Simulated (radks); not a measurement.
**Nuclear size and the levels of Nd⁺**

An exercise on one series of results from a longer session: the logs are not shown, and one member is left open.

Program: radks (a radial shooting solver on a logarithmic mesh, Libxc functionals) version 1. Level of theory: Dirac Kohn-Sham, PBE, spin-unpolarised, spherical densities, finite nucleus; open shells fill j = l - 1/2 first. These are calculated values, not measurements, unless marked.

**The atom as given**

```
element            : neodymium (Z = 60)
charge             : +1
electrons          : 59
configuration      : [Xe] 4f4 6s1
nuclear rms radius : 4.9123 fm
```

The first run:

The run's settings:

```text
Z 60
configuration [Xe] 4f4 6s1 5d0 6p0
relativity Dirac
functional pbe,pbe
spin unpolarised
j_filling energy
nucleus finite rms 4.9123 fm
c 137.035999084
```

Steps of the session up to this table: rms radius 4.9123 fm.

One of the session's tables, all rows but one given; the rest of the session is left out.

It belongs to the step «rms radius 4.9123 fm». Sizes of the orbitals, from the radial functions (bohr):

```
level    <r>  outermost maximum (interpolated)  90 % within  nodes
5p3/2  1.754                              1.52         2.57      3
6s1/2  4.024                              3.55         5.83      5
4f5/2  1.101                             0.661         1.96      0
5d3/2      ?                                 ?            ?      ?
4f7/2  1.121                             0.666         2.00      0
5d5/2  2.903                              2.19         4.59      2
6p1/2  4.955                              4.35         7.20      4
6p3/2  5.166                              4.55         7.49      4
```

Q: Estimate the row for 5d3/2 from the others.

As computed: <r>: 2.841; outermost maximum (interpolated): 2.14; 90 % within: 4.49; nodes: 2. In the column «<r>» it lies between 5p3/2 (1.754) and 5d5/2 (2.903).
